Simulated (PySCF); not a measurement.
# AsGeH6N: the cost of one run

Computed with PySCF 2.14.0, with density-fitted response routines of our own, on a single molecule in the gas phase. Atoms are numbered from 0 throughout.

## Step 1: The starting structure

9 atoms, charge 0, multiplicity 1; geometry from: GFN2-xTB. The atoms were then displaced at random by about 0.01 Å, so the start is not that level's minimum.

Bonds of the start (Å): N0–Ge1 1.79, Ge1–As2 2.37, N0–H3 1.02, N0–H4 1.02, Ge1–H5 1.52, Ge1–H6 1.53, As2–H7 1.52, As2–H8 1.53.

## Step 2: Relaxing the molecule at PBE0-D3(BJ)/def2-SVP

The job: settings as JSON, then the geometry in Å.

```
{"job": {"xc": "PBE0", "basis": "def2-SVP", "d3": "d3bj", "grid": 1, "shake": 0.01, "kind": "geom"}, "charge": 0, "multiplicity": 1}
N     -1.433520     0.753420    -0.082800
Ge    -0.194240    -0.478920     0.312670
As     1.747680     0.068640    -0.935880
H     -1.583880     0.954460    -1.072680
H     -2.353780     0.681750     0.356800
H     -0.136360    -0.401720     1.827560
H     -0.701820    -1.900130     0.050430
H      2.614650    -0.872280    -0.116330
H      2.099070     1.177640     0.053730
```

Started as:

```sh
$ OMP_NUM_THREADS=1 python probes_run.py task.json out
```

This one command runs all jobs of the session in turn.

Q: Estimate the wall time and peak memory of this first job on 1 thread of Arm Neoverse V1, shared host.

About 52 s, with a peak of 0.43 GiB.
